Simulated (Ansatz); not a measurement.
Here is an Ansatz 0.2.0 calculation.

The input input.yaml:

```yaml
crystal:
  lattice:
    - [0.0, 3.03744723, 3.03744723]
    - [3.03744723, 0.0, 3.03744723]
    - [3.03744723, 3.03744723, 0.0]
  atoms:
    - { symbol: Pt, position: [0.0, 0.0, 0.0] }
    - { symbol: Se, position: [0.25, 0.25, 0.25] }
hamiltonian:
  xc: r2scan
  pseudopotentials: { kind: paw }
  dispersion: d3bjatm
kpoints:
  mp_grid: { grid: [8, 8, 8] }
scf:
  occupations: { method: fermi_dirac, width: 0.05 }
output:
  forces: true
  stress: true
  eigenvalues: true
relax:
  f_tol: 0.01
  max_steps: 40
  cell: { stress_tol: 0.05 }
```

Potentials or basis: Ansatz PAW.

Command:

```sh
$ ansatz run input.yaml --threads 2 --pin off --max-ram 5632MiB --backend cpu --events-out ev --progress --plain --runs-dir out
```

Task: Predict the relaxed volume.

Result: 22.25 Å³/atom.

Task: Estimate the relaxed cell.

Result: a = 3.978 Å, b = 3.978 Å, c = 3.978 Å, α = 60.00°, β = 60.00°, γ = 60.00°.

Task: Estimate the band gap on the k mesh.

Result: None (metal or under the smearing width).

Final structure:
```
CELL_PARAMETERS angstrom
0.00000 2.81273 2.81273
2.81273 0.00000 2.81273
2.81273 2.81273 0.00000
ATOMIC_POSITIONS crystal
Pt 0.00000 0.00000 0.00000
Se 0.25000 0.25000 0.25000
```

Caveat: the volume moved by over 15 % at a fixed basis, so the end points are rough; pairwise dispersion overbinds metals, which lowers pressure and volume; the PAW data sets come from PBE, with cores solved anew for the run's functional, which leaves a small shift of forces and pressure. The run has no spin-orbit coupling, so splittings on Pt are missing.
